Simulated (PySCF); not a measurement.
# A diatomic session: SrSb+

The task here is to estimate one member of a computed series from the others.

Program: PySCF 2.14.0. Level of theory: Sr def2-SVP with ECP28, Sb def2-SVP with ECP28, scalar-relativistic core potentials. These are calculated values, not measurements.

The first run:

The job is set up so:

* atoms: Sr, Sb
* charge: 1
* basis: Sr def2-SVP with ECP28, Sb def2-SVP with ECP28
* Hamiltonian: scalar-relativistic core potentials
* basis functions: 49
* electrons treated: 32
* masses in u: 87.9056, 120.9038
* levels: PBE0, PBE, r²SCAN, TPSSh, BHandHLYP, PW91, LC-ωPBE, HF, MP2, SCS-MP2, CCSD, CCSD(T)
* grid: 80 radial by 434 angular points
* occupations: held fixed by the projection of orbital angular momentum
* dissociation limit: Sr+ + Sb, each in its ground configuration
* starting distance in angstrom: 3.175
* values of 2S to try: 0, 2, 4

On the command line:

```bash
$ OMP_NUM_THREADS=1 python dia.py task.json out
```

Among the steps run: Input; PBE0 along the bond; Other states along the same grid; PBE (GGA); r²SCAN (meta-GGA); TPSSh (hybrid meta-GGA); BHandHLYP (global hybrid GGA); PW91; LC-ωPBE; ROHF (mean field); MP2 and coupled cluster.

One table of the session follows, with a row left open; its other results are not shown here.

It belongs to the step «The curves together». Energy (eV) from each level's lowest point:

```
R (Å)   ROHF  ROHF-MP2  ROHF-SCS-MP2  ROHF-CCSD  ROHF-CCSD(T)
2.706  0.922     0.820         0.850        n/a           n/a
2.831  0.450     0.385         0.408      0.442         0.458
2.957  0.173     0.138         0.153      0.181         0.193
3.052  0.060     0.041         0.051      0.071         0.080
3.146  0.007     0.000         0.004      0.016         0.020
3.240      ?         ?             ?          ?             ?
3.366  0.044     0.051         0.042      0.022         0.016
3.523  0.158     0.164         0.145      0.093         0.078
3.712  0.345     0.342         0.309      0.204         0.182
3.964  0.633     0.605         0.554        n/a           n/a
```

Estimate the missing values for R (Å) = 3.240.

Worked estimate for «ROHF». A straight line through the neighbours (3.146, 0.007) and (3.366, 0.044) gives 0.007 + (0.044 − 0.007) × (3.240 − 3.146) / (3.366 − 3.146) = 0.023; a parabola fitted to 4 rows on both sides gives 0.004.

**Answer.** ROHF: 0.000; ROHF-MP2: 0.001; ROHF-SCS-MP2: 0.000; ROHF-CCSD: 0.000; ROHF-CCSD(T): 0.000. In «ROHF» the line misses by +0.023 and the parabola by +0.004.
